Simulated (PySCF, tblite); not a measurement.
# C₃H₁₀OSSi₃: geometry, infrared bands and NMR shifts

What infrared bands and NMR shifts should C₃H₁₀OSSi₃ (`CC(=O)[SiH2][C@H]1[SiH2][SiH2]S1`) show?

The runs use tblite 0.8.0 and PySCF 2.14.0, with density-fitted response routines of our own; the level of theory stands in each step. All values are computed, except where a source is named. Atoms are numbered from 0 throughout.

## 1. Starting geometry

18 atoms, charge 0, multiplicity 1; geometry from: force field or distance geometry start.

Bonds of the start (Å): C0–C1 1.51, C1–O2 1.23, C1–Si3 1.84, Si3–C4 1.87, C4–Si5 1.86, Si5–Si6 2.23, Si6–S7 2.15, S7–C4 1.81, C0–H8 1.10, C0–H9 1.12, C0–H10 1.10, Si3–H11 1.46, Si3–H12 1.47, C4–H13 1.10, Si5–H14 1.49, Si5–H15 1.47, Si6–H16 1.46, Si6–H17 1.47.

## 2. Optimising the geometry with GFN2-xTB

What the job is given:

```
{"job": {"kind": "relax", "xc": "GFN2-xTB", "basis": "xTB"}, "charge": 0, "multiplicity": 1}
C      3.413700     0.234500    -0.289200
C      2.043000    -0.279200     0.072800
O      1.979000    -1.086600     1.000200
Si     0.544800     0.285300    -0.836700
C     -0.863200    -0.943300    -0.727000
Si    -2.000000    -0.476400     0.674500
Si    -3.172300     0.621600    -0.872800
S     -1.969000    -0.638400    -2.127500
H      3.392300     1.320600    -0.124900
H      3.496800     0.052800    -1.387700
H      4.208000    -0.305700     0.242800
H      0.900800     0.537400    -2.233200
H      0.055400     1.547500    -0.251600
H     -0.492000    -1.977300    -0.739000
H     -1.359200     0.419400     1.676800
H     -2.693100    -1.599600     1.319300
H     -2.909500     2.057300    -0.967700
H     -4.584200     0.236500    -0.970400
```

On the command line:

```
$ OMP_NUM_THREADS=1 python probes_run.py task.json out
```

One launch serves the whole session: the jobs run in the order shown.

**Question.** This job is followed by: GFN2-xTB harmonic vibrations, gas phase; GIAO PBE0/pcSseg-1 NMR shielding, non-relativistic, gas phase. What will the session give for the following? strongest single infrared mode (GFN2-xTB); zero-point energy (GFN2-xTB); 13C shifts against TMS (PBE0/pcSseg-1); 1H shifts against TMS (PBE0/pcSseg-1, means over atoms taken as alike); 17O shifts against H2O (PBE0/pcSseg-1); 29Si shifts against TMS (PBE0/pcSseg-1); 33S shifts against CS2 (PBE0/pcSseg-1).

As calculated:

```
                                                              quantity                                               value
                             strongest single infrared mode (GFN2-xTB)                               2279 cm⁻¹, 596 km/mol
                                          zero-point energy (GFN2-xTB)                                       71.1 kcal/mol
                                13C shifts against TMS (PBE0/pcSseg-1)                               252.9, 41.1, 15.7 ppm
1H shifts against TMS (PBE0/pcSseg-1, means over atoms taken as alike)  5.72, 5.70, 5.48, 5.03, 4.40, 4.39, 2.92, 2.46 ppm
                                17O shifts against H2O (PBE0/pcSseg-1)                                           782.5 ppm
                               29Si shifts against TMS (PBE0/pcSseg-1)                             -12.4, -41.4, -53.9 ppm
                                33S shifts against CS2 (PBE0/pcSseg-1)                                            -170 ppm
```

In words: Relaxing lowered the energy by 0.702 eV in 147 steps; the close pair that moved most is Si5–Si6, from 2.230 to 2.337 Å. No mode is imaginary among the 48: a minimum at this level. The strongest single mode, at 2279 cm⁻¹, moves mainly H15. Unscaled tight-binding wavenumbers are off by several per cent, some by more. Its intensities can rank the bands wrongly. At PBE0/pcSseg-1: The largest span, 1534 ppm, is at O2, where the paramagnetic term is -853 ppm.
